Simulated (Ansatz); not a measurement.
# C₃H₃ClFInO₂: a ladder of functionals and wavefunction methods

An exercise on one series of results from a longer session: the logs are not shown, and one member is left open.

Computed with Ansatz 0.2.0, Gaussian basis. Level: functionals in def2-TZVPP, the program's frozen cores in correlated methods.

Plan: LDA (SPW92), PBE-D4, revPBE-D4, BLYP-D4, r2SCAN-D4, B97M-V, PBE0-D4, B3LYP-D4, r2SCANh-D4, r2SCAN0-D4, HSE06-D4, BHLYP-D4, CAM-B3LYP-D4, LC-ωPBE, ωB97X-V, ωB97M-V, B2PLYP, PBE-QIDH; CCSD(T)/def2-SVP; CCSD(T)/def2-TZVPP; MP2/def2-QZVPP; extrapolation to the limit; RPA on PBE.

## The geometry

All runs share one geometry, relaxed beforehand with PBE0-D4 in a triple-zeta def2 set. In takes the def2 core potential; no spin-orbit term is included.

SMILES `[F][In-]1([Cl])[O]C=CC=[O+]1`, 11 atoms, charge 0, spin multiplicity 1.

Atoms are counted from 1 here; the program's logs count them from 0.

Bond lengths: F1–In2 1.935 Å, In2–Cl3 2.296 Å, In2–O4 2.103 Å, In2–O8 2.103 Å, O4–C5 1.265 Å, C5–C6 1.391 Å, C5–H9 1.096 Å, C6–C7 1.391 Å, C6–H10 1.082 Å, C7–O8 1.265 Å, C7–H11 1.096 Å. Angles: F1–In2–Cl3 122.9°, F1–In2–O4 106.9°, F1–In2–O8 106.9°, Cl3–In2–O4 112.6°, Cl3–In2–O8 112.6°, O4–In2–O8 89.9°, In2–O4–C5 123.8°, O4–C5–C6 128.4°, O4–C5–H9 114.7°, C6–C5–H9 116.9°, C5–C6–C7 125.8°, C5–C6–H10 117.1°, C7–C6–H10 117.1°, C6–C7–O8 128.4°, C6–C7–H11 116.9°, O8–C7–H11 114.7°, In2–O8–C7 123.8°.

The first run:

The input, in.yaml:

```yaml
crystal:
  periodic: [false, false, false]
  atoms:
    - {symbol: F, position_ang: [-1.667125, -2.745007, -0.274325]}
    - {symbol: In, position_ang: [-0.846190, -1.240454, -1.171485]}
    - {symbol: Cl, position_ang: [-0.895372, -0.968804, -3.451257]}
    - {symbol: O, position_ang: [-1.447830, 0.490841, -0.139403]}
    - {symbol: C, position_ang: [-0.687541, 1.155819, 0.622804]}
    - {symbol: C, position_ang: [0.650759, 0.924432, 0.923032]}
    - {symbol: C, position_ang: [1.428124, -0.116152, 0.425441]}
    - {symbol: O, position_ang: [1.090267, -1.035095, -0.376188]}
    - {symbol: H, position_ang: [-1.160452, 2.023060, 1.098262]}
    - {symbol: H, position_ang: [1.129409, 1.614862, 1.604210]}
    - {symbol: H, position_ang: [2.471348, -0.160403, 0.759408]}
basis:
  gaussian: {orbitals: def2-TZVPP}
hamiltonian: {xc: lda}
output: {orbitals: {seedname: orbitals}}
```

Started as:

```console
$ ansatz run in.yaml --threads 2 --pin off --events-out ev --progress --plain --max-ram 32768MiB --backend cuda --devices 0, --max-vram 18GiB
```

Steps of the session up to this table: LDA; PBE-D4 (GGA); revPBE-D4 (GGA); BLYP-D4 (GGA); r2SCAN-D4 (meta-GGA); B97M-V (meta-GGA); PBE0-D4 (hybrid); B3LYP-D4 (hybrid); r2SCANh-D4 (hybrid); r2SCAN0-D4 (hybrid); HSE06-D4 (hybrid); BHLYP-D4 (hybrid); CAM-B3LYP-D4 (range-separated); LC-ωPBE (range-separated); ωB97X-V (range-separated); ωB97M-V (range-separated); B2PLYP (double hybrid); PBE-QIDH (double hybrid).

One of the session's tables, all rows but one given; the rest of the session is left out.

It belongs to the step «Orbital energies across the functionals». 

| functional | HOMO (eV) | LUMO (eV) | gap (eV) |
| --- | --- | --- | --- |
| LDA (SPW92) | -7.22 | -3.81 | 3.40 |
| PBE-D4 | -6.97 | -3.53 | 3.45 |
| revPBE-D4 | -6.89 | -3.42 | 3.46 |
| BLYP-D4 | -6.82 | -3.39 | 3.43 |
| r2SCAN-D4 | -7.21 | -3.42 | 3.79 |
| B97M-V | -7.19 | -3.31 | 3.88 |
| PBE0-D4 | ? | ? | ? |
| B3LYP-D4 | -7.87 | -2.85 | 5.01 |
| r2SCANh-D4 | -7.62 | -3.08 | 4.54 |
| r2SCAN0-D4 | -8.25 | -2.58 | 5.67 |
| HSE06-D4 | -7.68 | -3.02 | 4.65 |
| BHLYP-D4 | -9.06 | -1.59 | 7.46 |
| CAM-B3LYP-D4 | -9.33 | -1.54 | 7.79 |
| LC-ωPBE | -10.58 | -0.45 | 10.14 |
| ωB97X-V | -10.25 | -0.45 | 9.80 |
| ωB97M-V | -10.16 | -0.50 | 9.66 |

Q: Estimate the row for PBE0-D4 from the others.

The run gave: HOMO (eV): -8.07; LUMO (eV): -2.64; gap (eV): 5.43. In the column «HOMO (eV)» it lies between r2SCAN0-D4 (-8.25) and B3LYP-D4 (-7.87).
